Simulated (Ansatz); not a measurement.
# F₃HSeSn: up Jacob's ladder to CCSD(T)

Aim: compute F₃HSeSn with functionals from several rungs and with coupled cluster. The yardstick is the atomisation energy at the CCSD(T) limit.

The runs use Ansatz 0.2.0, Gaussian basis; functionals in def2-TZVPP, the program's frozen cores in correlated methods.

Levels to be run: LDA (SPW92), PBE-D4, revPBE-D4, BLYP-D4, r2SCAN-D4, B97M-V, PBE0-D4, B3LYP-D4, r2SCANh-D4, r2SCAN0-D4, HSE06-D4, BHLYP-D4, CAM-B3LYP-D4, LC-ωPBE, ωB97X-V, ωB97M-V, B2PLYP, PBE-QIDH; CCSD(T)/def2-SVP; CCSD(T)/def2-TZVPP; MP2/def2-QZVPP; extrapolation to the limit; RPA on PBE.

**1. The geometry**

All runs share one geometry, relaxed beforehand with PBE0-D4 in a triple-zeta def2 set. Sn takes the def2 core potential; no spin-orbit term is included.

SMILES `[F][Sn]([F])([F])[SeH]`, 6 atoms, charge 0, spin multiplicity 1.

Atoms are counted from 1 here; the program's logs count them from 0.

Bond lengths: F1–Sn2 1.893 Å, Sn2–F3 1.891 Å, Sn2–F4 1.893 Å, Sn2–Se5 2.472 Å, Se5–H6 1.472 Å. Angles: F1–Sn2–F3 106.1°, F1–Sn2–F4 103.2°, F1–Sn2–Se5 114.9°, F3–Sn2–F4 106.0°, F3–Sn2–Se5 110.8°, F4–Sn2–Se5 115.0°, Sn2–Se5–H6 89.2°.

**2. LDA**

This LDA is Slater exchange with PW92 correlation.

File in.yaml:

```yaml
crystal:
  periodic: [false, false, false]
  atoms:
    - {symbol: F, position_ang: [-0.672322, -0.947253, 1.659920]}
    - {symbol: Sn, position_ang: [0.275898, -0.418869, 0.109409]}
    - {symbol: F, position_ang: [2.079638, -0.903629, 0.407363]}
    - {symbol: F, position_ang: [-0.369673, -1.603290, -1.218246]}
    - {symbol: Se, position_ang: [0.094516, 1.981497, -0.453832]}
    - {symbol: H, position_ang: [-1.366057, 1.827443, -0.550715]}
basis:
  gaussian: {orbitals: def2-TZVPP}
hamiltonian: {xc: lda}
output: {orbitals: {seedname: orbitals}}
```

On the command line:

```sh
$ ansatz run in.yaml --threads 4 --pin off --events-out ev --progress --plain --max-ram 10444MiB
```

After this run come: PBE-D4 (GGA); revPBE-D4 (GGA); BLYP-D4 (GGA); r2SCAN-D4 (meta-GGA); B97M-V (meta-GGA); B3LYP-D4 (hybrid); r2SCANh-D4 (hybrid); r2SCAN0-D4 (hybrid); HSE06-D4 (hybrid); BHLYP-D4 (hybrid); CAM-B3LYP-D4 (range-separated); LC-ωPBE (range-separated); ωB97X-V (range-separated); ωB97M-V (range-separated); B2PLYP (double hybrid); PBE-QIDH (double hybrid); CCSD(T) in def2-SVP; CCSD(T) in def2-TZVPP; MP2 in def2-QZVPP; RPA on PBE orbitals.

Before running them: what should the planned runs give, taken together? Wanted: atomisation energy, CCSD(T)/CBS; farthest beyond LDA; mean size of error, GGA; mean size of error, meta-GGA; mean size of error, hybrid; mean size of error, range-separated; mean size of error, double hybrid; gap, smallest and largest; T1 diagnostic.

As calculated:

| quantity | value |
| --- | --- |
| atomisation energy, CCSD(T)/CBS | 19.817 eV |
| functionals within 0.198 eV (1.0 %) | PBE-D4, B97M-V |
| farthest beyond LDA | BHLYP-D4 (-1.894 eV) |
| mean size of error, GGA | 0.386 eV |
| mean size of error, meta-GGA | 0.249 eV |
| mean size of error, hybrid | 1.037 eV |
| mean size of error, range-separated | 0.477 eV |
| mean size of error, double hybrid | 0.870 eV |
| gap, smallest and largest | 3.21 eV (LDA (SPW92)), 10.51 eV (LC-ωPBE) |
| T1 diagnostic | 0.0135 |
| triples share of the correlation energy | 3.1 % |

What this shows: LDA overbinds by 3.435 eV (17 %). PBE-D4 is off by +0.169 eV. Double hybrids carry the basis error of their MP2 part in triple zeta, and no dispersion term here, so their miss is partly the set-up's. By mean error the best rung here is meta-GGA (0.249 eV) and the worst beyond LDA is hybrid (1.037 eV). The mean of the hybrids holds BHLYP, with half exact exchange. Misses under about 0.198 eV are within the doubt on the reference itself, which lacks core-valence correlation, spin-orbit coupling and higher excitations, and its outer-core shells are covered unevenly. All levels share the lack of spin-orbit coupling, which lowers the free heavy atoms and so the true binding. Hartree-Fock recovers 63 % of the binding; the rest is correlation. CCSD(T) in def2-SVP is off by -2.416 eV, worse than the median functional, from the basis alone. Orbital gaps span 3.2 to 10.5 eV; exact exchange widens them. Correlated methods include outer-core shells of Se, Sn, which these sets cover unevenly.
